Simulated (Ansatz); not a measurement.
**B3H3O3 (SMILES B1OBOBO1) at BCCD(T)/6-31G(d) (spherical functions)**

Aim: the energy change on altering one bond length of B3H3O3 at BCCD(T)/6-31G* (spherical functions), from 2 runs. 

The results are computed with Ansatz 0.2.0.

53 further runs of the same task are left out: 3 that didn't finish, 50 set aside as unsound or not needed.

### Step 1. The molecule

B3H3O3 has 9 atoms, charge 0, and is taken as a singlet. As SMILES, `B1OBOBO1`. Geometry: relaxed at PBE0-D4/def2-TZVP. This is one conformer, not always the lowest.

Bond lengths: B1–O2 1.372 Å, O2–B3 1.372 Å, B3–O4 1.372 Å, O4–B5 1.372 Å, B1–O6 1.372 Å, B5–O6 1.372 Å, B1–H7 1.190 Å, B3–H8 1.190 Å, B5–H9 1.190 Å. Some angles: B1–O2–B3 120.3°, O2–B1–O6 119.7°, O2–B3–O4 119.7°, B3–O4–B5 120.3°, O4–B5–O6 119.7°, B1–O6–B5 120.3°, O2–B1–H7 120.2°, O6–B1–H7 120.2°, O2–B3–H8 120.2°, O4–B3–H8 120.2°.

### Step 2. A single-point energy at BCCD(T)/6-31G(d) (spherical functions)

input.yaml reads:

```yaml
crystal:
  periodic: [false, false, false]
  atoms:
    - {symbol: B, position_ang: [1.301600, 0.115800, -0.424700]}
    - {symbol: O, position_ang: [0.612800, -1.053500, -0.624800]}
    - {symbol: B, position_ang: [-0.686900, -1.172700, -0.202300]}
    - {symbol: O, position_ang: [-1.297400, -0.115400, 0.423200]}
    - {symbol: B, position_ang: [-0.614800, 1.056900, 0.626900]}
    - {symbol: O, position_ang: [0.684600, 1.168900, 0.201600]}
    - {symbol: H, position_ang: [2.429300, 0.216200, -0.792600]}
    - {symbol: H, position_ang: [-1.281900, -2.188700, -0.377500]}
    - {symbol: H, position_ang: [-1.147300, 1.972500, 1.170100]}
basis:
  gaussian:
    orbitals: 6-31G_st_-spherical.json
correlation:
  method: bccd_t
  frozen_orbitals: {B: 1, H: 0, O: 1}
accuracy: high
scf:
  omitted_lower_state_checks: [cluster_reference, increment]
```

The basis set 6-31G* is read from a file made from the Basis Set Exchange's data (not shown).

Launch:

```
$ ansatz run input.yaml --threads 1 --pin off --max-ram 3480MiB --events-out events.jsonl --progress --plain --runs-dir runs
```

Standard output, shortened:

```text
Warning: RAYON_NUM_THREADS=1 ignored (pool sized by the plan → 1); use --threads N
Functional definition: HF
  name "HF"
[...]
2137 factors; integrals over basis functions are off by at most 2.8e-9 eV
[...]
mean field -8182.39755732 eV, -300.6975640033 hartree, gradient 3.6e-8 eV, S^2 0.000000; 0 other end points of the search recorded, 0 dependent functions left out
6 core orbitals not correlated: weight in the atoms' cores, before any rotation towards them, 1.000 or more for the frozen orbitals, at most 0.000 for the correlated occupied ones
reference -8182.39755732 eV, -300.6975640033 hartree; 15, 15 occupied and 69, 69 virtual orbitals, 2137 factors
second order -19.82274258 eV of doubles, -0.00000000 eV of singles
cycle   1  -19.93327908 eV  change   -1.1e-1 eV  update   1.2e-1
[...]
cycle  18  -20.51879679 eV  change   -1.3e-9 eV  update   2.4e-9
perturbative correction -0.64154877 eV, -0.0235764823 hartree
Total energy: -8203.55790288 eV, -301.4751923596 hartree
Checks for a lower state left out: cluster_reference, increment
```

Wall time 37 s (1 thread of Arm Neoverse V1, shared host); peak memory 0.84 GiB.

### Step 3. The distorted shape

run.yaml reads:

```yaml
crystal:
  periodic: [false, false, false]
  atoms:
    - {symbol: B, position_ang: [1.567835, -0.341975, -0.696285]}
    - {symbol: O, position_ang: [0.879035, -1.511275, -0.896385]}
    - {symbol: B, position_ang: [-0.420665, -1.630475, -0.473885]}
    - {symbol: O, position_ang: [-1.031165, -0.573175, 0.151615]}
    - {symbol: B, position_ang: [-0.348565, 0.599125, 0.355315]}
    - {symbol: O, position_ang: [0.950835, 0.711125, -0.069985]}
    - {symbol: H, position_ang: [2.695535, -0.241575, -1.064185]}
    - {symbol: H, position_ang: [-1.015665, -2.646475, -0.649085]}
    - {symbol: H, position_ang: [-1.147300, 1.972500, 1.170100]}
basis:
  gaussian: {orbitals: 6-31G_st_-spherical.json}
correlation: {method: bccd_t, frozen_orbitals: {B: 1, H: 0, O: 1}}
accuracy: high
scf: {omitted_lower_state_checks: [cluster_reference, increment]}
```

The basis set 6-31G* is read from a file made from the Basis Set Exchange's data (not shown).

Launch:

```
$ ansatz run run.yaml --threads 1 --pin off --max-ram 3480MiB --events-out events.jsonl --progress --plain --runs-dir runs
```

Standard output, shortened:

```text
Warning: RAYON_NUM_THREADS=1 ignored (pool sized by the plan → 1); use --threads N
[... 2 set-up lines as earlier in the session ...]
[...]
2129 factors; integrals over basis functions are off by at most 3.0e-9 eV
[...]
mean field -8180.22822514 eV, -300.6178425161 hartree, gradient 2.9e-8 eV, S^2 0.000000; 0 other end points of the search recorded, 0 dependent functions left out
6 core orbitals not correlated: weight in the atoms' cores, before any rotation towards them, 1.000 or more for the frozen orbitals, at most 0.000 for the correlated occupied ones
reference -8180.22822514 eV, -300.6178425161 hartree; 15, 15 occupied and 69, 69 virtual orbitals, 2129 factors
second order -19.97698241 eV of doubles, -0.00000000 eV of singles
cycle   1  -20.11589805 eV  change   -1.4e-1 eV  update   1.2e-1
[...]
cycle  20  -20.79918494 eV  change    1.8e-9 eV  update   1.3e-9
perturbative correction -0.68298159 eV, -0.0250991103 hartree
Total energy: -8201.71039166 eV, -301.4072975747 hartree
Checks for a lower state left out: cluster_reference, increment
```

Wall time 39 s (1 thread of Arm Neoverse V1, shared host); peak memory 0.84 GiB.

### Step 4. Results

At BCCD(T)/6-31G* (spherical functions), 6 core orbitals frozen:

| quantity | value |
| --- | --- |
| first shape: total energy | -301.47519 Eh |
| first shape: correlation energy (6 core orbitals frozen) | -777.6 mEh |
| first shape: (T) correction | -23.58 mEh |
| distorted shape: total energy | -301.40730 Eh |
| distorted shape: correlation energy (6 core orbitals frozen) | -789.5 mEh |
| distorted shape: (T) correction | -25.10 mEh |
| energy change with the B5–H9 bond stretched from 1.190 to 1.786 Å | 1.848 eV |

In words: With the B5–H9 bond stretched from 1.190 to 1.786 Å the energy rises by 1.85 eV (43 kcal/mol). The first shape isn't relaxed at this level, so the change isn't measured from a minimum. The triples (first shape) make up 3.0 % of the correlation energy. The triples (distorted shape) make up 3.2 % of the correlation energy.
